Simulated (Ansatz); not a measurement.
# SiH2S (SMILES [SiH]S) at r2SCAN/STO-3G

Aim: the electronic atomisation energy of SiH2S at r2SCAN/STO-3G, from 4 runs. 

The calculation is run with Ansatz 0.2.0.

46 further runs of the same task are left out: 46 set aside as unsound or not needed.

### Step 1. The system as given

The species is SiH2S (4 atoms), meant as a singlet with charge 0. As SMILES, `[SiH]S`. The shape is that of a PBE0-D4/def2-TZVP optimisation.

Bond lengths: Si1–S2 2.115 Å, Si1–H3 1.525 Å, S2–H4 1.346 Å. Angles: Si1–S2–H4 97.5°, S2–Si1–H3 89.3°.

### Step 2. The energy at r2SCAN/STO-3G

molecule.yaml reads:

```yaml
crystal:
  periodic: [false, false, false]
  atoms:
    - {symbol: Si, position_ang: [-0.262800, -1.074400, 0.161100]}
    - {symbol: S, position_ang: [0.190500, 0.958800, -0.206600]}
    - {symbol: H, position_ang: [1.017500, -1.190800, 0.981400]}
    - {symbol: H, position_ang: [-0.889700, 1.246000, -0.956200]}
basis:
  gaussian: {orbitals: STO-3G}
hamiltonian: {xc: {name: r2SCAN}}
accuracy: high
```

The run is started by

```
$ ansatz run molecule.yaml --threads 1 --pin off --max-ram 2610MiB --events-out events.jsonl --progress --plain --runs-dir runs
```

Standard output:

```text
Warning: RAYON_NUM_THREADS=1 ignored (pool sized by the plan → 1); use --threads N
Functional definition: r2SCAN
  name "r2SCAN"
  parameter k0 = 0.174
  parameter k1 = 0.065
  parameter a1 = 4.9479
  exchange = r2scan_x(k0 = k0, k1 = k1, a1 = a1)
  correlation = r2scan_c
345 factors; integrals over basis functions are off by at most 1.3e-8 eV
mean field evaluation 1: about -18531.1431 eV, gradient 1.1e1 eV
mean field evaluation 2: about -18529.9157 eV, gradient 2.1e1 eV
mean field evaluation 4: about -18531.6623 eV, gradient 7.8e-1 eV
mean field evaluation 8: about -18531.6364 eV, gradient 6.5e-3 eV
mean field evaluation 16: about -18531.6364 eV, gradient 1.2e-7 eV
mean field -18531.63635032 eV, -681.0250746801 hartree, gradient 4.4e-9 eV, S^2 0.000000; 0 other end points of the search recorded, 0 dependent functions left out
reference -18531.63635068 eV, -681.0250746932 hartree; 16, 16 occupied and 4, 4 virtual orbitals, 345 factors
Total energy: -18531.63635068 eV, -681.0250746932 hartree
```

Run time: 2 s. Hardware: 1 thread of AMD EPYC 7R43 (Zen 3), shared host; peak memory 0.15 GiB.

### Step 3. The H atom at the same level

run.yaml reads:

```yaml
crystal:
  periodic: [false, false, false]
  atoms:
    - {symbol: H, position_ang: [0.000000, 0.000000, 0.000000]}
basis:
  gaussian: {orbitals: STO-3G}
hamiltonian: {xc: {name: r2SCAN}}
magnetization: {spin_polarized: true, initial_magnetization: 1}
accuracy: high
```

Run the same way, it converges to -0.46646 Eh (log not shown).

### Step 4. The S atom at the same level

input.yaml reads:

```yaml
crystal:
  periodic: [false, false, false]
  atoms:
    - {symbol: S, position_ang: [0.000000, 0.000000, 0.000000]}
basis:
  gaussian: {orbitals: STO-3G}
hamiltonian: {xc: {name: r2SCAN}}
accuracy: high
magnetization: {spin_polarized: true, initial_magnetization: 2}
```

The run is started by

```
$ ansatz run input.yaml --threads 1 --pin off --max-ram 2610MiB --events-out events.jsonl --progress --plain --runs-dir runs
```

Standard output (excerpt; [...] marks lines left out):

```text
Warning: RAYON_NUM_THREADS=1 ignored (pool sized by the plan → 1); use --threads N
[... 7 set-up lines as earlier in the session ...]
42 factors; integrals over basis functions are off by at most 2.2e-9 eV
mean field evaluation 1: about -10711.9380 eV, gradient 2.6e-1 eV
mean field evaluation 2: about -10711.9382 eV, gradient 5.4e-3 eV
mean field evaluation 4: about -10711.9310 eV, gradient 4.0e-7 eV
mean field evaluation 8: about -10711.9292 eV, gradient 1.9e-1 eV
mean field evaluation 16: about -10711.6231 eV, gradient 2.4e1 eV
mean field -10711.93097133 eV, -393.6562023888 hartree, gradient 2.1e-9 eV, S^2 2.000000; 2 other end points of the search recorded, 0 dependent functions left out
reference -10711.93097161 eV, -393.6562023990 hartree; 9, 7 occupied and 0, 2 virtual orbitals, 42 factors
Total energy: -10711.93097161 eV, -393.6562023990 hartree
```

Wall time 1.3 s (1 thread of AMD EPYC 7R43 (Zen 3), shared host); peak memory 0.13 GiB.

### Step 5. The Si atom at the same level

molecule.yaml reads:

```yaml
crystal:
  periodic: [false, false, false]
  atoms:
    - {symbol: Si, position_ang: [0.000000, 0.000000, 0.000000]}
basis:
  gaussian:
    orbitals: STO-3G
magnetization:
  spin_polarized: true
  initial_magnetization: 2
hamiltonian:
  xc: r2scan
accuracy: high
```

The run is started by

```
$ ansatz run molecule.yaml --threads 1 --pin off --max-ram 2610MiB --events-out events.jsonl --progress --plain --runs-dir runs
```

Standard output (excerpt; [...] marks lines left out):

```text
Warning: RAYON_NUM_THREADS=1 ignored (pool sized by the plan → 1); use --threads N
[... 7 set-up lines as earlier in the session ...]
42 factors; integrals over basis functions are off by at most 1.8e-9 eV
mean field evaluation 1: about -7780.0741 eV, gradient 5.6e-1 eV
mean field evaluation 2: about -7780.0750 eV, gradient 4.2e-2 eV
mean field evaluation 4: about -7780.0744 eV, gradient 2.5e-3 eV
mean field evaluation 8: about -7780.0744 eV, gradient 1.6e-8 eV
mean field evaluation 16: about -7780.0744 eV, gradient 3.5e-9 eV
mean field -7780.07441249 eV, -285.9124611351 hartree, gradient 3.0e-8 eV, S^2 2.000001; 1 other end points of the search recorded, 0 dependent functions left out
reference -7780.07441300 eV, -285.9124611541 hartree; 8, 6 occupied and 1, 3 virtual orbitals, 42 factors
Total energy: -7780.07441300 eV, -285.9124611541 hartree
```

Wall time 1.4 s (1 thread of AMD EPYC 7R43 (Zen 3), shared host); peak memory 0.14 GiB.

### Step 6. Summary of results

At r2SCAN/STO-3G:

| quantity | value |
| --- | --- |
| molecule: total energy | -681.02507 Eh |
| H atom: total energy | -0.46646 Eh |
| H atom: ⟨S²⟩ | 0.750 |
| S atom: total energy | -393.65620 Eh |
| S atom: ⟨S²⟩ | 2.000 |
| Si atom: total energy | -285.91246 Eh |
| Si atom: ⟨S²⟩ | 2.000 |
| electronic atomisation energy | 14.245 eV |

In words: Taking the molecule apart into free atoms costs 14.24 eV (328 kcal/mol), before zero-point energy and without spin-orbit coupling. In a minimal basis such a difference can be off by several eV, whatever the method.
